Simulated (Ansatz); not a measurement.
# CH4ClFZn: a nudged elastic band in two tries

Aim: a band of images between two relaxed ends for this system.

All numbers below are computed with Ansatz 0.2.0 (RKS BLYP/def2-mTZVP).

## Step 1: Starting point

Bond lengths: Zn1–F2 1.803 Å, Zn1–C3 1.940 Å, H4–Cl5 1.333 Å, C3–H6 1.096 Å, C3–H7 1.096 Å, C3–H8 1.096 Å. Angles: F2–Zn1–C3 179.3°, Zn1–C3–H6 109.9°, Zn1–C3–H7 109.9°, Zn1–C3–H8 109.7°, H6–C3–H7 109.1°, H6–C3–H8 109.1°, H7–C3–H8 109.1°.

Coordinates:

```xyz
8

Zn   -0.3880    0.3684    0.0725
F    -0.9488    0.8114   -1.5833
C     0.2005   -0.0935    1.8619
H    -0.2422    0.0735   -3.0234
Cl    0.4367   -0.6116   -3.9430
H    -0.5470   -0.7310    2.3477
H     0.3365    0.8165    2.4572
H     1.1526   -0.6338    1.8107
```

## Step 2: The run

input.yaml reads:

```yaml
crystal:
  periodic: [false, false, false]
  atoms:
    - { symbol: Zn, position_ang: [-0.38804, 0.368389, 0.072481] }
    - { symbol: F, position_ang: [-0.948837, 0.811365, -1.583304] }
    - { symbol: C, position_ang: [0.200476, -0.093478, 1.861912] }
    - { symbol: H, position_ang: [-0.242229, 0.07352, -3.023381] }
    - { symbol: Cl, position_ang: [0.436681, -0.61158, -3.943025] }
    - { symbol: H, position_ang: [-0.547024, -0.730972, 2.347668] }
    - { symbol: H, position_ang: [0.336465, 0.816549, 2.457194] }
    - { symbol: H, position_ang: [1.152609, -0.633794, 1.810653] }
magnetization:
  spin_polarized: true
  initial_magnetization: 1
basis:
  gaussian: { orbitals: def2-mTZVP }
hamiltonian:
  xc: blyp
neb:
  order_check: false
  images: 5
  f_tol: 0.03
  max_iterations: 8
  final_atoms:
    - { symbol: Zn, position_ang: [0.3955163, -0.40663319, -0.43680511] }
    - { symbol: F, position_ang: [-1.28899386, 1.15849398, -1.69418491] }
    - { symbol: C, position_ang: [0.27429647, -0.18316468, 1.50238536] }
    - { symbol: H, position_ang: [-0.85466729, 0.69891284, -2.41738419] }
    - { symbol: Cl, position_ang: [0.73515155, -0.8541002, -2.56576407] }
    - { symbol: H, position_ang: [-0.62354685, -0.68912263, 1.87606429] }
    - { symbol: H, position_ang: [0.20584695, 0.88408966, 1.74190158] }
    - { symbol: H, position_ang: [1.15649774, -0.60847678, 1.99398504] }
  initial_path:
    images:
      - { positions_ang: [[-0.38804, 0.368389, 0.072481], [-0.948837, 0.811365, -1.583304], [0.200476, -0.093478, 1.861912], [-0.242229, 0.07352, -3.023381], [0.436681, -0.61158, -3.943025], [-0.547024, -0.730972, 2.347668], [0.336465, 0.816549, 2.457194], [1.152609, -0.633794, 1.810653]] }
      - { positions_ang: [[-0.19037565, 0.1792455, -0.08854356], [-1.01354853, 0.87000414, -1.57302353], [0.21954311, -0.11518708, 1.7692644], [-0.37700927, 0.20694258, -2.85349941], [0.48490324, -0.63917868, -3.61298857], [-0.57146569, -0.70895209, 2.22000536], [0.2984326, 0.83767597, 2.26732348], [1.14962119, -0.63055134, 1.87165984]] }
      - { positions_ang: [[0.00728869, -0.009898, -0.24956811], [-1.07826007, 0.92864327, -1.56274307], [0.23861023, -0.13689616, 1.67661679], [-0.51178954, 0.34036517, -2.68361782], [0.53312547, -0.66677736, -3.28295215], [-0.59590737, -0.68693219, 2.09234271], [0.2604002, 0.85880294, 2.07745296], [1.14663339, -0.62730867, 1.93266668]] }
      - { positions_ang: [[0.20495304, -0.19904151, -0.41059267], [-1.1429716, 0.98728241, -1.5524626], [0.25767734, -0.15860524, 1.58396919], [-0.64656981, 0.47378775, -2.51373623], [0.58134771, -0.69437604, -2.95291572], [-0.62034906, -0.66491228, 1.96468007], [0.2223678, 0.87992991, 1.88758245], [1.14364558, -0.62406601, 1.99367352]] }
      - { positions_ang: [[0.26847413, -0.26823873, -0.41933015], [-1.19164569, 1.04435293, -1.59970337], [0.26321705, -0.16679172, 1.55677458], [-0.71593564, 0.54882945, -2.48161888], [0.63261565, -0.74761743, -2.82386517], [-0.62141499, -0.6729824, 1.93514147], [0.21686085, 0.8813165, 1.83902216], [1.14792964, -0.6188696, 1.99377736]] }
      - { positions_ang: [[0.33199521, -0.33743596, -0.42806763], [-1.24031977, 1.10142345, -1.64694414], [0.26875676, -0.1749782, 1.52957997], [-0.78530147, 0.62387114, -2.44950154], [0.6838836, -0.80085882, -2.69481462], [-0.62248092, -0.68105251, 1.90560288], [0.2113539, 0.88270308, 1.79046187], [1.15221369, -0.61367319, 1.9938812]] }
      - { positions_ang: [[0.3955163, -0.40663319, -0.43680511], [-1.28899386, 1.15849398, -1.69418491], [0.27429647, -0.18316468, 1.50238536], [-0.85466729, 0.69891284, -2.41738419], [0.73515155, -0.8541002, -2.56576407], [-0.62354685, -0.68912263, 1.87606429], [0.20584695, 0.88408966, 1.74190158], [1.15649774, -0.60847678, 1.99398504]] }
```

The run is started by

```sh
> ansatz run input.yaml --threads 2 --pin off --max-ram 3072MiB --backend cpu --events-out ev --progress --plain --runs-dir out
```

Before running it: what results should come out? Wanted: first try.

As calculated:

```
 quantity                                                                                                    value
first try                                                                                                  refused
    cause  the number of unpaired electrons doesn't fit the number of electrons: even goes with even, odd with odd
```

**Reading.** The fault in the first input was caught at the input check and cost nothing.
